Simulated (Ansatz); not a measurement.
# C2H3BrO: basis-set convergence

The task here is to estimate one member of a computed series from the others.

Program: Ansatz 0.2.0, Gaussian basis. Level of theory: one geometry, several basis sets. These are calculated values, not measurements.

Plan: PBE0-D4/def2-SVP; ωB97M-V/def2-SVP; PBE0-D4/def2-QZVPP; ωB97M-V/def2-QZVPP; the functionals' def2-TZVPP values are taken from earlier runs.

## The geometry

The geometry comes from an earlier relaxation with PBE0-D4 in a triple-zeta def2 set; it is a stationary point, not always the lowest conformer.

SMILES `CC(=O)Br`, 7 atoms, charge 0, spin multiplicity 1.

Atoms are counted from 1 here; the program's logs count them from 0.

Bond lengths: C1–C2 1.490 Å, C1–H5 1.089 Å, C1–H6 1.091 Å, C1–H7 1.091 Å, C2–O3 1.176 Å, C2–Br4 1.977 Å. Angles: C2–C1–H5 109.4°, C2–C1–H6 109.3°, C2–C1–H7 109.3°, H5–C1–H6 110.7°, H5–C1–H7 110.7°, H6–C1–H7 107.4°, C1–C2–O3 128.3°, C1–C2–Br4 111.6°, O3–C2–Br4 120.1°.

The first run:

in.yaml

```yaml
crystal:
  periodic: [false, false, false]
  atoms:
    - {symbol: C, position_ang: [0.317194, 0.588887, 0.223706]}
    - {symbol: C, position_ang: [-0.346369, -0.731430, 0.032419]}
    - {symbol: O, position_ang: [-0.610296, -1.539131, 0.844726]}
    - {symbol: Br, position_ang: [-0.791107, -1.052681, -1.866936]}
    - {symbol: H, position_ang: [0.547824, 0.728371, 1.279291]}
    - {symbol: H, position_ang: [-0.343547, 1.379716, -0.134817]}
    - {symbol: H, position_ang: [1.226312, 0.626258, -0.378390]}
basis:
  gaussian: {orbitals: def2-SVP}
hamiltonian: {xc: pbe0, dispersion: d4}
output: {orbitals: {seedname: orbitals}}
```

Started as:

```
$ ansatz run in.yaml --threads 4 --pin off --events-out ev --progress --plain --max-ram 10444MiB
```

Among the steps run: PBE0-D4 in def2-SVP; ωB97M-V in def2-SVP; PBE0-D4 in def2-QZVPP; ωB97M-V in def2-QZVPP.

One table of the session follows, with a row left open; its other results are not shown here.

It belongs to the step «Density functionals: the series». 

| functional | basis | HOMO (eV) |
| --- | --- | --- |
| PBE0-D4 | def2-SVP | -8.12 |
| PBE0-D4 | def2-TZVPP | -8.26 |
| PBE0-D4 | def2-QZVPP | -8.28 |
| ωB97M-V | def2-SVP | -10.34 |
| ωB97M-V | def2-TZVPP | -10.50 |
| ωB97M-V | def2-QZVPP | ? |

Q: Estimate the row for ωB97M-V, def2-QZVPP from the others.

As computed: HOMO (eV): -10.52. In the column «HOMO (eV)» it is the lowest.
